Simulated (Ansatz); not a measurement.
**NbRh: the crystal squeezed far**

An exercise on one series of results from a longer session: the logs are not shown, and one member is left open.

Computed with Ansatz 0.2.0 (DFT LDA, with the methods named in each step, unless a step's input says otherwise).

2 further runs of the same task are left out: 2 that didn't finish.

## Starting point

The structure is tetragonal, space group P4/mmm (No. 123). Conventional cell: a = 2.842 Å, b = 2.842 Å, c = 3.809 Å, α = 90.00°, β = 90.00°, γ = 90.00°. Around Nb (site symmetry 4/mmm) lie 8 Rh at 2.77 Å and 4 Nb at 2.84 Å. Around Rh (site symmetry 4/mmm) lie 8 Nb at 2.77 Å and 4 Rh at 2.84 Å.

As a file:

```cif
data_structure
_symmetry_space_group_name_H-M 'P 1'
_symmetry_Int_Tables_number 1
_cell_length_a 2.8420
_cell_length_b 2.8420
_cell_length_c 3.8090
_cell_angle_alpha 90.000
_cell_angle_beta 90.000
_cell_angle_gamma 90.000
_cell_volume 30.77
loop_
_atom_site_label
_atom_site_type_symbol
_atom_site_fract_x
_atom_site_fract_y
_atom_site_fract_z
_atom_site_occupancy
Nb1 Nb 0.00000 0.00000 0.00000 1
Rh1 Rh 0.50000 0.50000 0.50000 1
```

Whether this phase is the stable one at these pressures isn't tested.

Atoms are numbered in the order of the input: Nb1, Rh2.

The first run:

Input file input.yaml:

```yaml
crystal:
  lattice:
    - [2.842, 0.0, 0.0]
    - [0.0, 2.842, 0.0]
    - [0.0, 0.0, 3.809]
  atoms:
    - { symbol: Nb, position: [0.0, 0.0, 0.0] }
    - { symbol: Rh, position: [0.5, 0.5, 0.5] }
kpoints:
  mp_grid: { grid: [13, 13, 10] }
  band_path:
    path:
      - [0.0, 0.0, 0.0]
      - [0.0, 0.5, 0.0]
      - [0.5, 0.5, 0.0]
      - [0.0, 0.0, 0.0]
      - [0.0, 0.0, 0.5]
      - [0.0, 0.5, 0.5]
      - [0.5, 0.5, 0.5]
      - [0.0, 0.0, 0.5]
      - [0.0, 0.5, 0.0]
    npoints: 14
scf:
  occupations: { method: fermi_dirac, width: 0.05 }
hamiltonian:
  xc: lda
  pseudopotentials: { kind: all_electron, lapw: { basis_error: 0.001 } }
output:
  forces: true
  stress: true
  eigenvalues: true
  populations: true
```

The run is started by

```
ansatz run input.yaml --threads 1 --pin off --max-ram 2048MiB --backend cpu --events-out ev --progress --plain --runs-dir out
```

Among the steps run: The reference volume, LAPW; Volume scaled by 1, norm-conserving; Volume scaled by 0.6, LAPW; Volume scaled by 0.5, LAPW; Volume scaled by 0.4, LAPW; Volume scaled by 0.4, norm-conserving.

One of the session's tables, all rows but one given; the rest of the session is left out.

| method | volume over the first | volume (Å³/atom) | pressure (GPa) |
| --- | --- | --- | --- |
| LAPW | 1 | 15.383 | -5.62 |
| LAPW | 0.6 | 9.230 | 351.81 |
| LAPW | 0.5 | 7.691 | 704.73 |
| LAPW | 0.4 | 6.153 | 1478.11 |
| PAW | 1 | 15.383 | -5.65 |
| PAW | 0.6 | ? | ? |
| PAW | 0.5 | 7.691 | 702.84 |
| PAW | 0.4 | 6.153 | 1469.12 |
| norm-conserving | 1 | 15.383 | -5.39 |
| norm-conserving | 0.4 | 6.153 | 1495.56 |

Q: Estimate the row for PAW, 0.6 from the others.

As computed: volume (Å³/atom): 9.230; pressure (GPa): 351.26.

To keep in mind: Warnings in the runs' records: gradients without spin orbit.
